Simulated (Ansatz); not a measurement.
Born–Oppenheimer molecular dynamics of a periodic cell of 28 atoms, Al$_{5}$HO$_{8}$ (host Al5HO8, host structure P6_3mc). It starts from an unrelaxed structure (largest force component 0.58 eV/Å).

Method: DFT PBEsol, scalar-relativistic, plane waves, PAW in Ansatz. Settings: cutoff 420 eV, k mesh 2x2x1, fermi-dirac smearing 0.05 eV, no spin polarisation.

- ensemble: NVT, Langevin thermostat
- time step: 0.5 fs
- steps asked: 270
- set temperature: 900 K
- friction: 0.05 /fs
- seed: 251264

First frame:

```xyz
28
Lattice="5.5708 0.0000 0.0000 -2.7854 4.8245 0.0000 0.0000 0.0000 8.7503" Properties=species:S:1:pos:R:3
Al 0.000 1.599 3.201
Al 1.401 4.025 3.201
Al -1.401 4.025 3.201
Al 2.785 3.226 7.576
Al 1.385 0.799 7.576
Al 4.186 0.799 7.576
Al 2.785 1.608 1.386
Al 0.000 3.216 5.761
Al 0.000 3.216 0.421
Al 2.785 1.608 4.796
H 0.000 0.000 0.850
H 0.000 0.000 5.225
O 0.000 0.000 8.620
O 0.000 0.000 4.244
O 2.785 0.139 0.009
O 4.057 2.343 0.009
O 1.513 2.343 0.009
O 0.000 4.685 4.385
O -1.272 2.482 4.385
O 1.272 2.482 4.385
O 4.184 0.801 2.298
O 2.785 3.223 2.298
O 1.387 0.801 2.298
O -1.399 4.024 6.673
O 0.000 1.601 6.673
O 1.399 4.024 6.673
O 0.000 3.216 2.230
O 2.785 1.608 6.605
```

Problem. What does the run give?

Solution. The run went to its last step.

```
steps done                                               : 270
time covered                                             : 135 fs
mean temperature over the second half                    : 873 K
spread of the potential energy over the second half      : 14.9 meV per atom
mean potential energy of the second half above the start : 114.1 meV per atom
```

A run of 0.14 ps of so small a system gives no equilibrium averages. Limits of this set-up: coarse k mesh.

Problem. What happens to the structure?

Solution. Mean squared displacements from the first frame to the last, about the centre of mass: Al 0.01 Å², H 0.05 Å², O 0.02 Å². This is one draw of velocities; another would differ in detail.

Problem. How do temperature and energy run in time?

Solution. 
| time (fs) | T (K) | potential energy less start (eV) |
| --- | --- | --- |
| 0.0 | 868 | 0.000 |
| 11.0 | 671 | 1.812 |
| 22.0 | 639 | 2.688 |
| 33.0 | 827 | 2.973 |
| 44.0 | 937 | 3.643 |
| 55.0 | 1027 | 3.715 |
| 66.0 | 893 | 3.336 |
| 77.0 | 823 | 3.389 |
| 88.0 | 944 | 3.365 |
| 99.0 | 911 | 3.592 |
| 110.0 | 857 | 3.216 |
| 121.0 | 971 | 2.647 |
| 132.0 | 781 | 2.674 |

Time of the run: 14 min on 1 thread of Arm Neoverse V2, on a shared host, peak memory 0.52 GiB.
